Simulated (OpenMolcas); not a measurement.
# Dy³⁺ among point charges: CASSCF levels and susceptibility

Aim: the splitting of the states of Dy³⁺ in the field of 3 point charges, its lowest levels with spin-orbit coupling and its magnetic susceptibility.

Program: OpenMolcas 26.06. Level of theory: state-averaged CASSCF, spin-orbit coupling by RASSI with atomic mean-field integrals. These are calculated values, not measurements, unless marked.

### Step 1. The system

```
Species                           : Dy³⁺ (dysprosium, Z = 66, 63 electrons)
Basis                             : ANO-RCC-VDZP [7s6p4d2f1g], 68 functions
Scalar Hamiltonian                : DKH2, point nucleus
Inactive shells                   : 1s 2s 2p 3s 3p 3d 4s 4p 4d 5s 5p
Active space                      : 9 electrons in 7 orbitals (4f)
Some configurations of this space : 4f9
Orbitals                          : optimised for the highest spin of each parity, averaged over all roots
```

The outer shells:

4f9
```
4f [↑↓][↑↓][↑ ][↑ ][↑ ][↑ ][↑ ]
```

The ion sits among 3 point charges of -0.5 e arranged as a planar triangle (D3h), 2.78 Å from the ion.

Each step is its own input file, run in one work folder so that later steps find the files of earlier ones. Labels, J, g values, rates, χT and fits are worked out afterwards by a script from the matrices that RASSI stores.

### Step 2. One- and two-electron integrals

Contents of a.inp:

```
&GATEWAY
Coord
1

Dy 0.0 0.0 0.0
Basis=ANO-RCC-VDZP
Group=NoSym
NoMove
AngMom=0.0 0.0 0.0
AMFI
XField
3 Angstrom 0
2.780000 0.000000 0.000000 -0.500000
-1.390000 2.407551 0.000000 -0.500000
-1.390000 -2.407551 0.000000 -0.500000
&SEWARD
```

### Step 3. CASSCF: sextets, 21 roots

Contents of a.inp:

```
&RASSCF
FileOrb=start.orb
Symmetry=1
Spin=6
nActEl=9 0 0
Inactive=27
Ras2=7
CIRoot=21 21 1
SDav=21
CIMx=300
Iter=120 100
PrWF=0.3
OrbListing=Nothing
MaxOrb=0
>>> COPY $Project.JobIph JOB001
```

start.orb holds the contracted functions of the basis, ordered by shell, or the orbitals of the step before.

### Step 4. Reference wave functions, quartets, 162 roots

Contents of a.inp:

```
&RASSCF
FileOrb=start.orb
Symmetry=1
Spin=4
nActEl=9 0 0
Inactive=27
Ras2=7
CIRoot=162 162 1
SDav=224
CIMx=300
Iter=120 100
PrWF=0.3
OrbListing=Nothing
MaxOrb=0
CIOnly
>>> COPY $Project.JobIph JOB002
```

### Step 5. Reference wave functions, doublets, 162 roots

Contents of a.inp:

```
&RASSCF
FileOrb=start.orb
Symmetry=1
Spin=2
nActEl=9 0 0
Inactive=27
Ras2=7
CIRoot=162 162 1
SDav=490
CIMx=300
Iter=120 100
PrWF=0.3
OrbListing=Nothing
MaxOrb=0
CIOnly
>>> COPY $Project.JobIph JOB003
```

### Step 6. RASSI: spin-orbit coupling between the states

Contents of a.inp:

```
&RASSI
NrOfJobIphs=3 21 108 40
1 2 3 4 5 6 7 8 9 10 11 12 13 14 15 16 17 18 19 20 21
1 2 3 4 5 6 7 8 9 10 11 12 13 14 15 16 17 18 19 20 21 22 23 24 25 26 27
28 29 30 31 32 33 34 35 36 37 38 39 40 41 42 43 44 45 46 47 48 49 50 51
52 53 54 55 56 57 58 59 60 61 62 63 64 65 66 67 68 69 70 71 72 73 74 75
76 77 78 79 80 81 82 83 84 85 86 87 88 89 90 91 92 93 94 95 96 97 98 99
100 101 102 103 104 105 106 107 108
1 2 3 4 5 6 7 8 9 10 11 12 13 14 15 16 17 18 19 20 21 22 23 24 25 26 27
28 29 30 31 32 33 34 35 36 37 38 39 40
IphNames
JOB001
JOB002
JOB003
EJob
SpinOrbit
DIPRint=1.0
SOCoupling=1000.0
Subsets=2
Property=9
'ANGMOM' 1 'ANGMOM' 2 'ANGMOM' 3 'MLTPL  1' 1 'MLTPL  1' 2 'MLTPL  1' 3
'AMFI' 1 'AMFI' 2 'AMFI' 3
SOProperty=3
'ANGMOM' 1 'ANGMOM' 2 'ANGMOM' 3
```

**Question.** What will these runs give? Wanted: spin-free ground state; first state of the same spin within the active space; lowest level; next level.

The runs gave:

| quantity | value |
| --- | --- |
| method | CASSCF |
| spin-free ground state | 6A2, 1-fold in its orbital part |
| first state of the same spin within the active space | 6E at 16.8 cm⁻¹ |
| lowest level | 2-fold E1/2, g = 1.34, 10.62, 10.62 |
| next level | 13.8 cm⁻¹ |
| χT at 300 K | 14.03 cm³ K/mol |
| effective moment at 300 K | 10.59 μB |

What this shows: The spin-free ground state (6A2) comes to 100 % from free-ion H terms and keeps the highest spin of the shell. The quartets, doublets rest on orbitals optimised for another spin in at least one step, which raises them against the optimised states. Not all states of the active space went into the spin-orbit step. High states of lower spin are left out of the spin-orbit mixing, and CASSCF puts spin-flip levels too high. Point charges carry no covalency, so the field is a model and not that of real ligands.
